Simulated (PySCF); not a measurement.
# C2H10BOP: the cost of one run

Programs: PySCF 2.14.0, with density-fitted response routines of our own. Each step states its level of theory. These are calculated values for one molecule in the gas phase, unless marked as measured. Atoms count from 0, in the outputs and in this text.

## Step 1: Starting geometry

15 atoms, charge 0, multiplicity 1; geometry from: GFN2-xTB. The atoms were then displaced at random by about 0.01 Å, so the start is not that level's minimum.

Bonds of the start (Å): C0–O1 1.41, O1–C2 1.42, O1–B3 1.67, B3–P4 1.94, C0–H5 1.09, C0–H6 1.06, C0–H7 1.11, C2–H8 1.12, C2–H9 1.07, C2–H10 1.09, B3–H11 1.20, B3–H12 1.18, P4–H13 1.37, P4–H14 1.39.

## Step 2: Relaxing the molecule at PBE0-D3(BJ)/def2-SVP

Job settings and geometry (Å):

```
{"job": {"xc": "PBE0", "basis": "def2-SVP", "d3": "d3bj", "grid": 1, "shake": 0.01, "kind": "geom"}, "charge": 0, "multiplicity": 1}
C     -1.580590    -0.959400    -0.305130
O     -0.507890    -0.112210    -0.654340
C     -0.777950     1.252730    -0.367160
B      0.941940    -0.638740    -0.004480
P      2.273870     0.401000    -0.953110
H     -1.795050    -0.909290     0.766020
H     -1.342650    -1.951540    -0.608190
H     -2.475930    -0.592980    -0.852420
H     -0.896900     1.415440     0.735570
H     -1.652930     1.580710    -0.887050
H      0.096780     1.823230    -0.690810
H      0.849980    -0.450450     1.177160
H      0.937630    -1.770010    -0.331390
H      3.326390    -0.399350    -0.605000
H      2.587970     1.293460     0.067430
```

On the command line:

```sh
OMP_NUM_THREADS=1 python probes_run.py task.json out
```

The driver reads the jobs from task.json and runs them one after another.

Q: Estimate the wall time and peak memory of this first job on 1 thread of Arm Neoverse V2, shared host.

About 78 s, with a peak of 0.52 GiB.
